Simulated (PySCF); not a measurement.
# LuN2 (Lu(N2)3+): the cost of one run

Computed with PySCF 2.14.0. Level: PBE, Lu lcecp-1-SVP with ECP60, N def2-SVP; scalar-relativistic core potentials, no spin–orbit coupling.

2 further runs of the same task are left out: 2 for a known fault of the program.

## Step 1: The starting structure

3 atoms, charge 3, spin multiplicity 1.

Bond lengths: Lu1–N2 2.304 Å, N2–N3 1.124 Å. Angles: Lu1–N2–N3 180.0°.

As a file:

```xyz
3
charge 3, multiplicity 1
Lu    0.00000    0.00000   -0.36350
N     0.00000    0.00000    1.94034
N     0.00000    0.00000    3.06477
```

Formal oxidation states: Lu +3. Each metal's 14 4f electrons lie in its core potential, so multiplicities, spins and levels count the valence alone. An earlier session relaxed this geometry at PBE, Lu lcecp-1-SVP with ECP60, N def2-SVP (singlet, point group C∞v).

Its energy there is -147.845747 Eh.

## Step 2: Atoms moved at random, σ = 0.06 Å

File run.py (the lines that set the calculation):

```python
mol = gto.M(atom='''
Lu    -0.03303     0.03792    -0.25316
N      0.01061     0.00048     1.93521
N      0.02243    -0.03840     2.95956''',
    basis={'Lu': 'lcecp-1-SVP', 'N': 'def2-SVP'},
    ecp={'Lu': 'lcecp-1-SVP'},
    charge=3, spin=0)
mf = dft.RKS(mol, xc='PBE')
mf.grids.atom_grid = (50, 194)  # f atoms: unpruned, at least (60, 302)
mf = mf.density_fit()  # fitting sets: Lu AutoAux, N def2-universal-JKFIT
mf.conv_tol = 1e-08; mf.max_cycle = 55
mf.kernel(dm0)  # dm0: the density of the relaxed state
```

Launch:

```console
$ OMP_NUM_THREADS=2 python run.py
```

**Question.** How long does this run take on 2 threads of AMD EPYC (Zen 3), shared host?

About 3.7 s.
